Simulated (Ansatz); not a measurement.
# W: the cost of one run

Program: Ansatz 0.2.0. Level of theory: DFT r2SCAN, scalar-relativistic, plane waves, PAW. These are calculated values, not measurements.

The COD cell was measured well above room temperature, so it is larger than a cold one.

5 further runs of the same task are left out: 5 set aside as unsound or not needed.

**1. The system as given**

The structure is cubic, space group Fm-3m (No. 225). The conventional cell has a = 4.124 Å, b = 4.124 Å, c = 4.124 Å, α = 90.00°, β = 90.00°, γ = 90.00°. Au (site symmetry m-3m) is surrounded by 12 Au at 2.92 Å.

Structure file:

```cif
data_structure
_symmetry_space_group_name_H-M 'P 1'
_symmetry_Int_Tables_number 1
_cell_length_a 2.9162
_cell_length_b 2.9162
_cell_length_c 2.9162
_cell_angle_alpha 60.000
_cell_angle_beta 60.000
_cell_angle_gamma 60.000
_cell_volume 17.54
loop_
_atom_site_label
_atom_site_type_symbol
_atom_site_fract_x
_atom_site_fract_y
_atom_site_fract_z
_atom_site_occupancy
Au1 Au 0.00000 0.00000 0.00000 1
```

This cell was relaxed beforehand with the same method: volume 17.54 Å³/atom, gap on the mesh none (metal).

**2. The film's bulk: W**

Relaxed beforehand at this level: -10396.7415 eV/atom, gap on the mesh none (metal).

Space group Fm-3m (No. 225). a = 4.017 Å, b = 4.017 Å, c = 4.017 Å, α = 90.00°, β = 90.00°, γ = 90.00°
```tsv
atom	site	symmetry	x	y	z
W	4a	m-3m	0.0000	0.0000	0.0000
```

The bulk reference of Au, the base, comes from a run made before at the same settings: -13163.5038 eV/atom.

**3. W strained to the base's plane**

The (111) plane of W is fitted to the (111) plane of Au, a strain of +2.7 % along x and +2.7 % along y; the third vector and the atoms relax.

The input, input.yaml:

```yaml
crystal:
  lattice:
    - [2.9162060727, 0.0, 0.0]
    - [-1.4581030364, 2.5255085417, 0.0]
    - [1.4581030364, 0.8418361806, 2.2472938335]
  atoms:
    - { symbol: W, position: [0.0, 0.0, 0.0] }
basis:
  ecutwfc: 500
kpoints:
  mp_grid: { grid: [12, 12, 15] }
hamiltonian:
  xc: r2scan
scf:
  occupations: { method: gaussian, width: 0.1 }
output:
  forces: true
  stress: true
  eigenvalues: true
relax:
  adjacent_minimum: "off"
  f_tol: 0.01
  max_steps: 50
  cell: { fix: [a, b, gamma], stress_tol: 0.1 }
```

Command:

```
ansatz run input.yaml --threads 2 --pin off --max-ram 5120MiB --backend cpu --events-out ev --progress --plain --runs-dir out
```

**Question.** How long does this run take on 2 threads of Arm Neoverse V2, shared host, and how much memory does it need?

About 87 s, with a peak of 0.49 GiB.
